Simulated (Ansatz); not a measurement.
# CoC (rocksalt type): how the settings move a single-point run

Aim: see which settings change the result for CoC (rocksalt type), by how much, and at what cost.

Computed with Ansatz 0.2.0 (reference: DFT, PBE, PAW with Ansatz's default frozen-core files, scalar-relativistic, unless a step's input says otherwise).

### 1 The structure to begin with

It takes space group Fm-3m (No. 225, cubic). Conventional cell: a = 3.653 Å, b = 3.653 Å, c = 3.653 Å, α = 90.00°, β = 90.00°, γ = 90.00°. Around Co (site symmetry m-3m) lie 6 C at 1.83 Å. C (site symmetry m-3m) has 6 Co at 1.83 Å as nearest neighbours.

Structure file:

```cif
data_structure
_symmetry_space_group_name_H-M 'P 1'
_symmetry_Int_Tables_number 1
_cell_length_a 2.5834
_cell_length_b 2.5834
_cell_length_c 2.5834
_cell_angle_alpha 60.000
_cell_angle_beta 60.000
_cell_angle_gamma 60.000
_cell_volume 12.19
loop_
_atom_site_label
_atom_site_type_symbol
_atom_site_fract_x
_atom_site_fract_y
_atom_site_fract_z
_atom_site_occupancy
Co1 Co 0.00000 0.00000 0.00000 1
C1 C 0.50000 0.50000 0.50000 1
```

### 2 Baseline

input.yaml

```yaml
crystal:
  lattice:
    - [0.0, 1.8267428184, 1.8267428184]
    - [1.8267428184, 0.0, 1.8267428184]
    - [1.8267428184, 1.8267428184, 0.0]
  atoms:
    - { symbol: Co, position: [0.0, 0.0, 0.0], spin: 1.7 }
    - { symbol: C, position: [0.5, 0.5, 0.5] }
magnetization:
  spin_polarized: true
kpoints:
  mp_grid: { grid: [17, 17, 17] }
scf:
  occupations: { method: fermi_dirac, width: 0.05 }
hamiltonian:
  xc: pbe
  pseudopotentials: { kind: paw }
output:
  forces: true
  stress: true
  eigenvalues: true
  populations: true
```

The run is started by

```bash
> ansatz run input.yaml --threads 1 --pin off --max-ram 3072MiB --backend cpu --events-out ev --progress --plain --runs-dir out
```

### 3 Variant: occupations.width 0.025

Edit input.yaml of step 2 so:

```diff
@@ -13,3 +13,3 @@
 scf:
-  occupations: { method: fermi_dirac, width: 0.05 }
+  occupations: { method: fermi_dirac, width: 0.025 }
 hamiltonian:
```

**Question.** What will these runs give? Wanted: for each run, ending; energy change; pressure; gap; force.

**Answer**, as computed:

```csv
run,ending,energy change,pressure (GPa),gap (eV),force (eV/Å),cycles,time
reference,converged,0,154.1,0.00,0.00,14,7.5 s
1: occupations.width 0.025,converged,+0.2 meV/atom (σ→0),154.0,0.00,0.00,14,7.7 s
```

Residual by cycle in the longest SCF loop of each run; runs are numbered as in the table. The quantity is the density residual dr2, in eV.

```csv
cycle,reference,run 1
1,16.2,16.2
2,1.05,1.05
3,0.311,0.313
5,0.324,0.381
6,0.27,0.303
7,0.0137,0.02
8,3.1e-4,5.7e-4
9,7.4e-5,1.3e-4
10,4.1e-7,1.2e-6
12,1.1e-9,3.8e-9
13,2.9e-11,9.5e-11
14,1.4e-11,9.3e-12
```

Changing the smearing hardly moves the energy: +0.2 meV/atom. The structure is not at rest: the sound run finds 154 GPa, so these are no properties of the relaxed crystal. 
